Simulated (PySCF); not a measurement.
# C6H15N (ethylbutylamine): the cost of one run

Programs: PySCF 2.14.0, with routines of our own; each step states its level. All values are computed. Atoms count from 0.

### Step 1. The system as given

22 atoms, charge 0, multiplicity 1; geometry from: GFN2-xTB.

### Step 2. Geometry optimisation at PBE0-D3(BJ)/def2-SVP

What the job is given:

```
{"job": {"xc": "PBE0", "basis": "def2-SVP", "d3": "d3bj", "grid": 2, "kind": "geom"}, "charge": 0, "multiplicity": 1}
C     -3.413449    -0.518418     0.238398
C     -2.307716     0.524511     0.349195
C     -0.920824    -0.110749     0.319988
C      0.189534     0.935279     0.498981
N      1.541943     0.418887     0.532428
C      2.052493    -0.088364    -0.727180
C      3.513817    -0.487486    -0.568522
H     -3.325374    -1.072493    -0.693809
H     -3.353537    -1.225622     1.063084
H     -4.391348    -0.043276     0.264556
H     -2.427929     1.083463     1.280263
H     -2.393421     1.235565    -0.475561
H     -0.784943    -0.631899    -0.630138
H     -0.842608    -0.851056     1.121373
H      0.135180     1.668050    -0.311351
H      0.024826     1.466386     1.442447
H      1.619056    -0.299277     1.247085
H      1.970030     0.721464    -1.458810
H      1.481943    -0.950804    -1.114183
H      4.083822     0.350255    -0.176659
H      3.607360    -1.322265     0.123075
H      3.930733    -0.782763    -1.527861
```

Launch:

```
> OMP_NUM_THREADS=1 python excited_run.py task.json out
```

The driver reads the jobs from task.json and runs them one after another.

**Question.** How long does this first job take on 1 thread of Arm Neoverse V2, shared host, and how much memory does it need?

About 43 s, with a peak of 0.8 GiB.
